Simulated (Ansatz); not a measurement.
# CsLiCr2Te2S3 in Ansatz: convergence with k mesh

CsLiCr2Te2S3:

```xyz
9
Lattice="3.4216 -5.1807 0.0078 3.4216 5.1807 0.0078 -2.9041 0.0000 7.4309" Properties=species:S:1:pos:R:3 pbc="T T T"
Cs    0.6167    0.0000    0.0649
Li    2.4219    0.0000    4.1212
Cr    0.1728    2.1297    4.1498
Cr    0.1728   -2.1297    4.1498
Te    4.0786    1.5993    2.1688
Te    4.0786   -1.5993    2.1688
S     2.0049   -2.1476    5.4598
S     2.0049    2.1476    5.4598
S     0.0600    0.0000    3.5978
```

The cell was built by a generator and needn't be a form met in nature.

| Property | Result |
| --- | --- |
| Program | Ansatz 0.2.0 |
| Task | convergence study |
| Functional | PBE |
| Potentials or basis | Ansatz PAW |
| Cutoff | 420 eV (not typed: the program's choice for these potentials) |
| k mesh | 2 × 2 × 1 |
| Occupations | fermi-dirac, width 0.05 eV |
| Spin | collinear spin, ferromagnetic start |
| Starting moments | [0.0, 0.0, 3.0, 3.0, 0.0, 0.0, 0.0, 0.0, 0.0] μB |

These are the settings of the first run; the series varies k mesh, with any setting tied to it.

Hardware: 8 threads of Arm Neoverse V2 (shared host).

**Question.** The values tried are 2 × 2 × 1, 2 × 2 × 2, 3 × 3 × 2, 4 × 4 × 3, 5 × 5 × 4, 6 × 6 × 4, 7 × 7 × 5, 8 × 8 × 6, loosest first. From which on does the pressure stay within 0.1 GPa of the tightest run that finished?

**Answer.** From 3 × 3 × 2 on.

```tsv
k mesh	energy less the tightest run, at zero smearing (meV/atom)	pressure (GPa)	largest force (eV/Å)	absolute moment (μB)	SCF cycles	CPU time (s)	peak memory (GiB)
2 × 2 × 1	11.92	0.24	0.172	5.92	17	11	0.77
2 × 2 × 2	-0.04	0.14	0.158	5.93	17	18	0.94
3 × 3 × 2	0.12	0.00	0.040	5.75	17	36	1
4 × 4 × 3	0.24	-0.01	0.037	5.78	17	74	1.2
5 × 5 × 4	-0.11	0.00	0.016	5.76	17	150	1.4
6 × 6 × 4	-0.01	-0.01	0.006	5.76	17	210	1.6
7 × 7 × 5	0.08	0.00	0.009	5.76	17	330	1.9
8 × 8 × 6	0.00	0.00	0.008	5.76	17	520	2.6
```

Against the tightest run, the energy stays within 1 meV/atom from 2 × 2 × 2 on; the largest force stays within 0.005 eV/Å from 6 × 6 × 4 on; the absolute moment stays within 0.02 μB from 3 × 3 × 2 on. Meshes of other sizes hit other points, so gaps and Fermi surfaces needn't settle smoothly. The tightest run that finished is the yardstick and may itself not be fully converged.

Caveat, for the tightest run too: only a ferromagnetic start was run, and an antiferromagnetic order may lie lower in energy. The run has no spin-orbit coupling, so splittings on Cs, Te are missing.
